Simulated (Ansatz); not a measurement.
## AlBrH3N, SMILES [NH2][AlH][Br]: a rigid scan of one bond length

Computed with Ansatz 0.2.0 through its Python package.

`run_scan.py`
```python
import ansatz as az
from ase import Atoms
import numpy as np

atoms = Atoms(["N", "Al", "Br", "H", "H", "H"], positions=[
    (-0.8276, 0.0767, -0.8039),
    (0.3215, -0.1511, 0.6445),
    (1.4756, -2.1943, 0.8303),
    (-1.1636, 1.1086, -0.7369),
    (-0.3018, 0.0733, -1.7061),
    (0.538, 1.0228, 1.7259),
])
system = az.Crystal.molecule_from_ase(atoms)

symbols = [site.symbol for site in system.cartesian_sites]
start = np.array([site.position_ang for site in system.cartesian_sites])
axis = (start[4] - start[0]) / np.linalg.norm(start[4] - start[0])
moving = [4]
lengths, energies = [0.919, 0.961, 1.002, 1.044, 1.086, 1.128, 1.17, 1.232], []
for length in lengths:
    xyz = start.copy()
    xyz[moving] += (length - np.linalg.norm(start[4] - start[0])) * axis
    point = az.Crystal.molecule()
    for symbol, xyz in zip(symbols, xyz):
        point = point.atom(symbol, xyz.tolist())
    base = (
        point.calculation()
        .basis(gaussian="def2-SVP")
        .functional("cam_b3lyp")
    )
    summary = base.run(threads=1).report
    energies.append(summary["free_energy_ev"])
    print(f"r = {length:6.3f} A  E = {energies[-1]:.5f} eV  <S^2> = {abs(summary['mean_field']['state']['spin_squared']):.3f}")

fit = np.polynomial.Polynomial.fit(lengths, np.array(energies) - min(energies), 4).convert()
roots = [r.real for r in fit.deriv().roots() if abs(r.imag) < 1e-9 and fit.deriv(2)(r.real) > 0]
r_e = min(roots, key=lambda r: abs(r - lengths[int(np.argmin(energies))]))
print(f"minimum of the fit at {r_e:.4f} A, force constant {fit.deriv(2)(r_e):.2f} eV/A^2")
```

```console
$ python run_scan.py
r =  0.919 A  E = -78175.05658 eV  <S^2> = 0.000
r =  0.961 A  E = -78175.25783 eV  <S^2> = 0.000
r =  1.002 A  E = -78175.34431 eV  <S^2> = 0.000
r =  1.044 A  E = -78175.34595 eV  <S^2> = 0.000
r =  1.086 A  E = -78175.28005 eV  <S^2> = 0.000
r =  1.128 A  E = -78175.16283 eV  <S^2> = 0.000
r =  1.170 A  E = -78175.00701 eV  <S^2> = 0.000
r =  1.232 A  E = -78174.72713 eV  <S^2> = 0.000
minimum of the fit at 1.0234 A, force constant 43.84 eV/A^2
```

These settings explore the input space; basis and method may be short of convergence. The rest of the molecule is held rigid at a force-field or estimated start geometry, and the basis set is modest; single-reference methods fail as a bond breaks. The orbitals are restricted, so S² is zero by construction. Run time: 20 s on 1 thread of Arm Neoverse V2 (shared host), peak memory 0.24 GiB.

(Lines on the test bed's own set-up are left out of the output.)
